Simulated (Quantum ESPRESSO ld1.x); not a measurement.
# K⁴⁺ in [He] 2s2 2p5 3s2 3p3 4p1: an all-electron calculation

Aim: the levels, the sizes of the orbitals and the parts of the energy of the potassium ion K4+.

Method: Dirac Kohn-Sham, exchange-only LDA, spin-unpolarised, spherical densities, point nucleus; open shells are shared between the two j in proportion to 2j + 1. Code: Quantum ESPRESSO ld1.x 7.5.

**1. The atom as given**

| Property | Result |
| --- | --- |
| element | potassium (Z = 19) |
| charge | +4 |
| electrons | 15 |
| configuration | [He] 2s2 2p5 3s2 3p3 4p1 |

The outer shells:

K⁴⁺
```
[He] core
2s [↑↓]
2p [↑↓][↑↓][↑ ]
3s [↑↓]
3p [↑ ][↑ ][↑ ]
4p [↑ ][  ][  ]
```

**2. The calculation**

ld1.in

```fortran
 &input
    zed=19.0,
    iswitch=1,
    rel=2,
    dft='SLA-NOC',
    config='[He] 2s2 2p5 3s2 3p3 4p1 4s0 3d0 5p0 4f0',
    rel_dist='average',
    lsmall=.true.,
    prefix='ld1',
    max_out_wfc=37,
    file_charge='ld1.rho',
 /
```

Q: Predict the outcome of this run.

As calculated:

| quantity | value |
| --- | --- |
| total energy | -581.631 hartree |
| exchange-correlation share of it | 4.65 % |
| −T/E | 1.0082 |
| highest occupied level | 4p3/2, -30.926 eV |
| most extended occupied level | 4p3/2, <r> = 2.77 bohr |
| radius at density 0.001 e/bohr³ | 3.86 bohr |
| maxima of the radial density | 3 |

**Reading.** The radial density shows 3 maxima for 4 occupied principal shells; where shells overlap, one shows as a shoulder or not at all. Relativity lifts −T/E to 1.008. This is not the tabulated ground configuration, so its levels and sizes aren't those of the ground state, and no measured value stands beside it.
